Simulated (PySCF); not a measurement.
**[Ho(NH3)]3+: other functionals and bases at one geometry**

One table from this session's results is given with a row withheld; the runs are named, their logs left out.

Computed with PySCF 2.14.0. Level: several levels, as the steps say, no spin–orbit coupling.

4 further runs of the same task are left out: 2 for a known fault of the program, 1 that didn't finish, 1 set aside as unsound or not needed.

**Starting geometry**

5 atoms, charge 3, spin multiplicity 1.

Bond lengths: Ho1–N2 2.306 Å, N2–H3 1.050 Å, N2–H4 1.050 Å, N2–H5 1.050 Å. Angles: Ho1–N2–H3 116.2°, Ho1–N2–H4 116.2°, Ho1–N2–H5 116.2°, H3–N2–H4 102.0°, H3–N2–H5 102.0°, H4–N2–H5 102.0°.

Geometry (Å):

```
atom     x (Å)     y (Å)     z (Å)
 Ho1   0.00000   0.00000  -0.12852
  N2   0.00000   0.00000   2.17763
  H3   0.94201   0.00004   2.64149
  H4  -0.47104   0.81579   2.64149
  H5  -0.47098  -0.81582   2.64149
```

Formal oxidation states: Ho +3. Each metal's 10 4f electrons lie in its core potential, so multiplicities, spins and levels count the valence alone. An earlier session relaxed this geometry at r2SCAN, Ho lcecp-1-SVP with ECP56, N def2-SVP, H def2-SVP (singlet, point group C3v).

At r2SCAN on the finer grid: E = -92.830714 Eh, HOMO -26.83 eV, LUMO -20.73 eV, Mulliken charge on Ho1 +2.47 e, largest force component 0.004 eV/Å. 

Levels to run: BLYP; PBE; TPSS; HF; r2SCAN, TZVP. Hardware: 2 threads of AMD EPYC 7R43 (Zen 3), shared host.

The first run:

Contents of run.py (the lines that set the calculation):

```python
mol = gto.M(atom='''
Ho     0.00000     0.00000    -0.12852
N      0.00000     0.00000     2.17763
H      0.94201     0.00004     2.64149
H     -0.47104     0.81579     2.64149
H     -0.47098    -0.81582     2.64149''',
    basis={'Ho': 'lcecp-1-SVP', 'N': 'def2-SVP', 'H': 'def2-SVP'},
    ecp={'Ho': 'lcecp-1-SVP'},
    charge=3, spin=0)
mf = dft.RKS(mol, xc='BLYP')
mf.grids.atom_grid = (75, 302)  # f atoms: unpruned, at least (60, 302)
mf = mf.density_fit()  # fitting sets: Ho AutoAux, N def2-universal-JKFIT, H def2-universal-JKFIT
mf.conv_tol = 1e-08; mf.max_cycle = 55
mf.kernel(dm0)  # dm0: the density of the relaxed state
```

The run is started by

```console
> OMP_NUM_THREADS=2 python run.py
```

Steps of the session up to this table: BLYP; PBE; TPSS; HF; r2SCAN, TZVP.

One table of the session follows, with a row left open; its other results are not shown here.

```
                level  HOMO (eV)  gap (eV)  charge on Ho1 (e)  dipole (D)  largest force component (eV/Å)
r2SCAN (relaxed here)     -26.83      6.10               2.47        4.02                            0.00
                 BLYP          ?         ?                  ?           ?                               ?
                  PBE     -26.66      5.12               2.41        4.34                            0.34
                 TPSS     -26.67      5.40               2.44        4.16                            0.23
                   HF     -31.37     14.48               2.59        3.16                            1.30
         r2SCAN, TZVP     -26.74      5.93               2.57        4.10                            0.33
```

**Question.** Estimate the row for BLYP.

The run gave: HOMO (eV): -26.50; gap (eV): 4.92; charge on Ho1 (e): 2.40; dipole (D): 4.33; largest force component (eV/Å): 0.37. In the column «HOMO (eV)» it is the highest.

The dipole of a charged species depends on the origin, so these sizes hold for this origin alone.

In one basis the HOMO–LUMO gap runs from 4.92 eV (BLYP) to 14.48 eV (HF). The largest leftover force, 1.30 eV/Å with HF, stands at a geometry relaxed at another level. With 4f in the core, its levels are missing from HOMO and gap, and its count is fixed, so no charge can pass from the ligands into it. Total energies of different levels can't be compared.
